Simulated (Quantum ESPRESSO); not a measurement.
# MoS2 in Quantum ESPRESSO: relaxation of the atoms with PBEsol

Aim: the relaxation of the atoms of MoS2 with PBEsol.

All numbers are computed with Quantum ESPRESSO 7.5; they aren't measurements. Logs are shortened: lines on timing, memory, paths and dates and some standing lists are left out, and cuts for length are marked.

### Step 1. The sheet as given

The cell holds a sheet with vacuum, 3 atoms: a = 3.287 Å, b = 3.287 Å, c = 21.130 Å, α = 90.00°, β = 90.00°, γ = 120.00°.

The cell was built by a generator and needn't be a form met in nature.

### Step 2. Relaxation of the atoms, PBEsol

File pw.in:

```
&CONTROL
  calculation = 'relax'
  prefix = 'pwscf'
  outdir = './tmp'
  pseudo_dir = './pseudo'
  tprnfor = .true.
  disk_io = 'low'
  nstep = 40
  forc_conv_thr = 0.0004
  etot_conv_thr = 1d-05
/
&SYSTEM
  ibrav = 0
  nat = 3
  ntyp = 2
  ecutwfc = 80
  nbnd = 20
  occupations = 'smearing'
  smearing = 'gaussian'
  degauss = 0.00146997
/
&ELECTRONS
  conv_thr = 6d-10
  electron_maxstep = 120
  mixing_beta = 0.5
/
&IONS
  ion_dynamics = 'bfgs'
/
ATOMIC_SPECIES
S     32.0600 S.upf
Mo    95.9500 Mo.upf
CELL_PARAMETERS angstrom
   3.2874400000    0.0000000000    0.0000000000
  -1.6437200000    2.8470065535    0.0000000000
   0.0000000000    0.0000000000   21.1300000000
ATOMIC_POSITIONS crystal
S      0.6666666667    0.3333333333    0.4259346900
Mo     0.3333333333    0.6666666667    0.5000000000
S      0.6666666667    0.3333333333    0.5740653100
K_POINTS automatic
10 10 1 0 0 0
```

Potentials or basis: PseudoDojo 0.4.1 SR PBEsol standard.

Run with:

```sh
> OMP_NUM_THREADS=1 pw.x -in pw.in > pw.out
```

pw.out:

```text
This program is part of the open-source Quantum ESPRESSO suite
     for quantum simulation of materials; please cite
[... 9 lines left out ...]
     --------------------
     sticks:   dense  smooth     PW     G-vecs:    dense   smooth      PW
     Sum         847     847    253               129185   129185   19753

     Using Slab Decomposition

     bravais-lattice index     =            0
     lattice parameter (alat)  =       6.2124  a.u.
     unit-cell volume          =    1334.5732 (a.u.)^3
     number of atoms/cell      =            3
     number of atomic types    =            2
     number of electrons       =        26.00
     number of Kohn-Sham states=           20
     kinetic-energy cutoff     =      80.0000  Ry
     charge density cutoff     =     320.0000  Ry
     scf convergence threshold =      6.0E-10
     mixing beta               =       0.5000
     number of iterations used =            8  plain     mixing
     energy convergence thresh.=      1.0E-05
     force convergence thresh. =      4.0E-04
     Exchange-correlation= PBESOL
                           (   1   4  10   8   0   0   0)
     nstep                     =           40

     celldm(1)=   6.212361  celldm(2)=   0.000000  celldm(3)=   0.000000
     celldm(4)=   0.000000  celldm(5)=   0.000000  celldm(6)=   0.000000

     crystal axes: (cart. coord. in units of alat)
               a(1) = (   1.000000   0.000000   0.000000 )
               a(2) = (  -0.500000   0.866025   0.000000 )
               a(3) = (   0.000000   0.000000   6.427494 )

     reciprocal axes: (cart. coord. in units 2 pi/alat)
               b(1) = (  1.000000  0.577350 -0.000000 )
               b(2) = (  0.000000  1.154701  0.000000 )
               b(3) = (  0.000000 -0.000000  0.155582 )

     PseudoPot. # 1 for S  read from file:
     S.upf
     Pseudo is Norm-conserving + core correction, Zval =  6.0
     Generated using ONCVPSP code by D. R. Hamann
     Using radial grid of 1146 points,  6 beta functions with:
                l(1) =   0
                l(2) =   0
                l(3) =   1
                l(4) =   1
                l(5) =   2
                l(6) =   2

     PseudoPot. # 2 for Mo read from file:
     Mo.upf
     Pseudo is Norm-conserving + core correction, Zval = 14.0
     Generated using ONCVPSP code by D. R. Hamann
     Using radial grid of 1640 points,  6 beta functions with:
                l(1) =   0
                l(2) =   0
                l(3) =   1
                l(4) =   1
                l(5) =   2
                l(6) =   2

     atomic species   valence    mass     pseudopotential
     S                 6.00    32.06000     S ( 1.00)
     Mo               14.00    95.95000     Mo( 1.00)

     12 Sym. Ops. (no inversion) found

   Cartesian axes

     site n.     atom                  positions (alat units)
         1        S      tau(   1) = (   0.5000000   0.2886751   2.7376926  )
         2        Mo     tau(   2) = (  -0.0000000   0.5773503   3.2137469  )
         3        S      tau(   3) = (   0.5000000   0.2886751   3.6898012  )

     number of k points=    14  Gaussian smearing, width (Ry)=  0.0015
                       cart. coord. in units 2pi/alat
        k(    1) = (   0.0000000   0.0000000   0.0000000), wk =   0.0200000
        k(    2) = (   0.0000000   0.1154701   0.0000000), wk =   0.1200000
        k(    3) = (   0.0000000   0.2309401   0.0000000), wk =   0.1200000
        k(    4) = (   0.0000000   0.3464102   0.0000000), wk =   0.1200000
        k(    5) = (   0.0000000   0.4618802   0.0000000), wk =   0.1200000
        k(    6) = (   0.0000000  -0.5773503   0.0000000), wk =   0.0600000
        k(    7) = (   0.1000000   0.1732051   0.0000000), wk =   0.1200000
        k(    8) = (   0.1000000   0.2886751   0.0000000), wk =   0.2400000
        k(    9) = (   0.1000000   0.4041452   0.0000000), wk =   0.2400000
        k(   10) = (   0.1000000   0.5196152   0.0000000), wk =   0.2400000
        k(   11) = (   0.2000000   0.3464102   0.0000000), wk =   0.1200000
        k(   12) = (   0.2000000   0.4618802   0.0000000), wk =   0.2400000
        k(   13) = (   0.2000000   0.5773503   0.0000000), wk =   0.1200000
        k(   14) = (   0.3000000   0.5196152   0.0000000), wk =   0.1200000

     Dense  grid:   129185 G-vectors     FFT dimensions: (  36,  36, 240)

     Initial potential from superposition of free atoms

     starting charge      25.9986, renormalised to      26.0000

     negative rho (up, down):  3.128E-05 0.000E+00
     Starting wfcs are   18 randomized atomic wfcs +    2 random wfcs

     Self-consistent Calculation

     iteration #  1     ecut=    80.00 Ry     beta= 0.50
     Davidson diagonalization with overlap
     ethr =  1.00E-02,  avg # of iterations =  6.0

     negative rho (up, down):  1.026E-05 0.000E+00

     total energy              =    -184.57486703 Ry
     estimated scf accuracy    <       0.53967763 Ry

     iteration #  2     ecut=    80.00 Ry     beta= 0.50
     Davidson diagonalization with overlap
     ethr =  2.08E-03,  avg # of iterations =  2.2

     negative rho (up, down):  8.437E-06 0.000E+00

     total energy              =    -184.39156172 Ry
     estimated scf accuracy    <       2.89739263 Ry

     iteration #  3     ecut=    80.00 Ry     beta= 0.50
     Davidson diagonalization with overlap
     ethr =  2.08E-03,  avg # of iterations =  2.0

     negative rho (up, down):  2.680E-06 0.000E+00

     total energy              =    -184.80973241 Ry
     estimated scf accuracy    <       0.06068548 Ry

     iteration #  4     ecut=    80.00 Ry     beta= 0.50
     Davidson diagonalization with overlap
     ethr =  2.33E-04,  avg # of iterations =  5.9
[... 142 lines left out ...]
!    total energy              =    -184.81449853 Ry
     estimated scf accuracy    <          3.1E-10 Ry
     smearing contrib. (-TS)   =      -0.00000000 Ry
     internal energy E=F+TS    =    -184.81449853 Ry

     The total energy is F=E-TS. E is the sum of the following terms:
     one-electron contribution =   -1139.35045471 Ry
     hartree contribution      =     569.36021731 Ry
     xc contribution           =     -32.93558994 Ry
     ewald contribution        =     418.11132880 Ry

     convergence has been achieved in  11 iterations

     Forces acting on atoms (cartesian axes, Ry/au):

     atom    1 type  1   force =    -0.00000000   -0.00000000    0.03644892
     atom    2 type  2   force =     0.00000000    0.00000000    0.00000000
     atom    3 type  1   force =     0.00000000    0.00000000   -0.03644892

     Total force =     0.051547     Total SCF correction =     0.000047

     BFGS Geometry Optimization
     Energy error            =      2.7E-03 Ry
     Gradient error          =      3.6E-02 Ry/Bohr

     number of scf cycles    =   1
     number of bfgs steps    =   0

     energy             new  =    -184.8144985338 Ry

     new trust radius        =       0.0364489193 bohr
     new conv_thr            =       0.0000000006 Ry

ATOMIC_POSITIONS (crystal)
S                0.6666666667        0.3333333333        0.4268475124
Mo               0.3333333333        0.6666666667        0.5000000000
S                0.6666666667        0.3333333333        0.5731524876

     NEW-OLD atomic charge density approx. for the potential

     negative rho (up, down):  3.627E-06 0.000E+00

     Self-consistent Calculation

     iteration #  1     ecut=    80.00 Ry     beta= 0.50
     Davidson diagonalization with overlap
     ethr =  1.00E-06,  avg # of iterations =  7.1

     negative rho (up, down):  1.665E-06 0.000E+00

     total energy              =    -184.81665814 Ry
     estimated scf accuracy    <       0.00012336 Ry
[... 544 lines left out ...]
     CASE: energy            _new < energy            _old

     new trust radius        =       0.0011698684 bohr
     new conv_thr            =            6.7E-12 Ry

ATOMIC_POSITIONS (crystal)
S                0.6666666667        0.3333333333        0.4284641388
Mo               0.3333333333        0.6666666667        0.5000000000
S                0.6666666667        0.3333333333        0.5715358612

     NEW-OLD atomic charge density approx. for the potential

     negative rho (up, down):  6.286E-08 0.000E+00

     Self-consistent Calculation

     iteration #  1     ecut=    80.00 Ry     beta= 0.50
     Davidson diagonalization with overlap
     ethr =  1.00E-06,  avg # of iterations =  2.0

     Threshold (ethr) on eigenvalues was too large:
     Diagonalizing with lowered threshold

     Davidson diagonalization with overlap
     ethr =  1.28E-09,  avg # of iterations =  4.0

     negative rho (up, down):  2.572E-08 0.000E+00

     total energy              =    -184.81826880 Ry
     estimated scf accuracy    <       0.00000013 Ry

     iteration #  2     ecut=    80.00 Ry     beta= 0.50
     Davidson diagonalization with overlap
     ethr =  4.87E-10,  avg # of iterations =  2.0

     negative rho (up, down):  1.974E-08 0.000E+00

     total energy              =    -184.81826879 Ry
     estimated scf accuracy    <       0.00000034 Ry

     iteration #  3     ecut=    80.00 Ry     beta= 0.50
     Davidson diagonalization with overlap
     ethr =  4.87E-10,  avg # of iterations =  2.0

     total energy              =    -184.81826884 Ry
     estimated scf accuracy    <          9.5E-09 Ry

     iteration #  4     ecut=    80.00 Ry     beta= 0.50
     Davidson diagonalization with overlap
     ethr =  3.65E-11,  avg # of iterations =  1.6

     total energy              =    -184.81826884 Ry
     estimated scf accuracy    <          4.3E-10 Ry
[... 100 lines left out ...]
!    total energy              =    -184.81826884 Ry
     estimated scf accuracy    <          1.8E-12 Ry
     smearing contrib. (-TS)   =      -0.00000000 Ry
     internal energy E=F+TS    =    -184.81826884 Ry

     The total energy is F=E-TS. E is the sum of the following terms:
     one-electron contribution =   -1152.80617594 Ry
     hartree contribution      =     576.04497365 Ry
     xc contribution           =     -33.01570624 Ry
     ewald contribution        =     424.95863969 Ry

     convergence has been achieved in   6 iterations

     Forces acting on atoms (cartesian axes, Ry/au):

     atom    1 type  1   force =     0.00000000    0.00000000    0.00000816
     atom    2 type  2   force =    -0.00000000   -0.00000000    0.00000000
     atom    3 type  1   force =     0.00000000    0.00000000   -0.00000816

     Total force =     0.000012     Total SCF correction =     0.000000
     Energy error            =      5.1E-07 Ry
     Gradient error          =      8.2E-06 Ry/Bohr

     bfgs converged in   5 scf cycles and   4 bfgs steps
     (criteria: energy <  1.0E-05 Ry, force <  4.0E-04 Ry/Bohr)

     End of BFGS Geometry Optimization

     Final energy             =    -184.8182688402 Ry

Begin final coordinates

ATOMIC_POSITIONS (crystal)
S                0.6666666667        0.3333333333        0.4284641388
Mo               0.3333333333        0.6666666667        0.5000000000
S                0.6666666667        0.3333333333        0.5715358612
End final coordinates

=------------------------------------------------------------------------------=
   JOB DONE.
=------------------------------------------------------------------------------=
```

It took 9.3 min on 1 thread of AMD EPYC, shared host; peak memory 0.23 GiB.

What came out:

```yaml
Free_energy: -2514.5806 eV
Energy_gained_by_relaxing: 17.1 meV/atom
Ionic_steps: 5
Band_gap_on_the_k_mesh: 0.98 eV, indirect (least direct gap 1.61 eV)
```

The path:
```csv
step,energy change (eV),largest force (eV/Å)
1,0.0000,0.9371
2,-0.0300,0.6146
3,-0.0482,0.2396
4,-0.0513,0.0115
5,-0.0513,0.0002
```

Final structure:
```cif
data_structure
_symmetry_space_group_name_H-M 'P 1'
_symmetry_Int_Tables_number 1
_cell_length_a 3.2874
_cell_length_b 3.2874
_cell_length_c 21.1300
_cell_angle_alpha 90.000
_cell_angle_beta 90.000
_cell_angle_gamma 120.000
_cell_volume 197.76
loop_
_atom_site_label
_atom_site_type_symbol
_atom_site_fract_x
_atom_site_fract_y
_atom_site_fract_z
_atom_site_occupancy
S1 S 0.66667 0.33333 0.42846 1
Mo1 Mo 0.33333 0.66667 0.50000 1
S2 S 0.66667 0.33333 0.57154 1
```

Levels at points of the mesh, in eV from the valence-band top:
```csv
k point,band 10,band 11,band 12,band 13,band 14,band 15,band 16,band 17
"(0.00, 0.00, 0.00)",-2.15,-2.15,-1.73,0.00,2.16,2.16,2.55,2.55
"(0.00, -0.50, 0.00)",-3.64,-1.89,-1.67,-0.95,1.50,2.00,3.38,3.84
```
